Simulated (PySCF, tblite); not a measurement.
**C6H8ClFO: geometry, infrared bands and NMR shifts**

Wanted: the infrared bands and NMR shifts of C6H8ClFO (`CC(C)/C(F)=C\C(=O)Cl`), by calculation.

Programs: tblite 0.8.0 and PySCF 2.14.0, with density-fitted response routines of our own. Each step states its level of theory. These are calculated values for one molecule in the gas phase, unless marked as measured. Atoms count from 0, in the outputs and in this text.

## Step 1: The starting structure

17 atoms, charge 0, multiplicity 1; geometry from: force field or distance geometry start.

Bonds of the start (Å): C0–C1 1.52, C1–C2 1.53, C1–C3 1.51, C3–F4 1.35, C3–C5 1.34, C5–C6 1.49, C6–O7 1.23, C6–Cl8 1.76, C0–H9 1.09, C0–H10 1.10, C0–H11 1.10, C1–H12 1.11, C2–H13 1.09, C2–H14 1.10, C2–H15 1.10, C5–H16 1.08.

## Step 2: Relaxing the molecule with GFN2-xTB

Job settings and geometry (Å):

```
{"job": {"kind": "relax", "xc": "GFN2-xTB", "basis": "xTB"}, "charge": 0, "multiplicity": 1}
C     -0.924400     1.456600     0.317300
C     -0.549700    -0.013100     0.350600
C     -1.789500    -0.897900     0.428100
C      0.284300    -0.366700    -0.859900
F     -0.398600    -0.682400    -1.976600
C      1.615500    -0.446400    -0.953600
C      2.617700    -0.124800     0.107400
O      2.273400     0.390000     1.173000
Cl     4.285700    -0.515100    -0.279400
H     -0.048800     2.099400     0.313900
H     -1.528900     1.692600    -0.574900
H     -1.531700     1.725500     1.199300
H      0.006200    -0.208200     1.292600
H     -1.528500    -1.957500     0.452100
H     -2.383200    -0.661700     1.327900
H     -2.453300    -0.732200    -0.429200
H      2.046900    -0.746200    -1.898600
```

Run with:

```bash
$ OMP_NUM_THREADS=1 python probes_run.py task.json out
```

This one command runs all jobs of the session in turn.

**Question.** This job is followed by: GFN2-xTB harmonic vibrations, gas phase; GIAO PBE0/pcSseg-1 NMR shielding, non-relativistic, gas phase. What will the session give for the following? strongest single infrared mode (GFN2-xTB); zero-point energy (GFN2-xTB); ¹³C shifts against TMS (PBE0/pcSseg-1, means over atoms taken as alike); ¹H shifts against TMS (PBE0/pcSseg-1, means over atoms taken as alike); ¹⁹F shifts against CFCl3 (PBE0/pcSseg-1); ¹⁷O shifts against H2O (PBE0/pcSseg-1); ³⁵Cl shifts against HCl (PBE0/pcSseg-1).

As calculated:

| quantity | value |
| --- | --- |
| strongest single infrared mode (GFN2-xTB) | 1631 cm⁻¹, 548 km/mol |
| zero-point energy (GFN2-xTB) | 79.9 kcal/mol |
| ¹³C shifts against TMS (PBE0/pcSseg-1, means over atoms taken as alike) | 199.1, 174.9, 111.7, 34.5, 20.8 ppm |
| ¹H shifts against TMS (PBE0/pcSseg-1, means over atoms taken as alike) | 5.99, 3.87, 1.22 ppm |
| ¹⁹F shifts against CFCl3 (PBE0/pcSseg-1) | -73.7 ppm |
| ¹⁷O shifts against H2O (PBE0/pcSseg-1) | 552.7 ppm |
| ³⁵Cl shifts against HCl (PBE0/pcSseg-1) | 496 ppm |

What this shows: The optimisation took 52 steps and gained 0.243 eV; among the close pairs (by a distance rule), C5–C6 changed most, from 1.495 to 1.445 Å. The lowest mode is slightly imaginary (14i cm⁻¹), a soft motion within the noise of the Hessian, so the minimum is not strictly shown. The strongest single mode, at 1631 cm⁻¹, moves mainly C3 and C5. GFN2-xTB is a fitted tight-binding method: band positions and strengths are rough. Its intensities can rank the bands wrongly. The most deshielded hydrogen is H16 (hydrogen on an α carbon of a C=C–C=O unit), at 5.99 ppm: a vinylic proton, deshielded by the sp2 carbon and the C=C anisotropy.
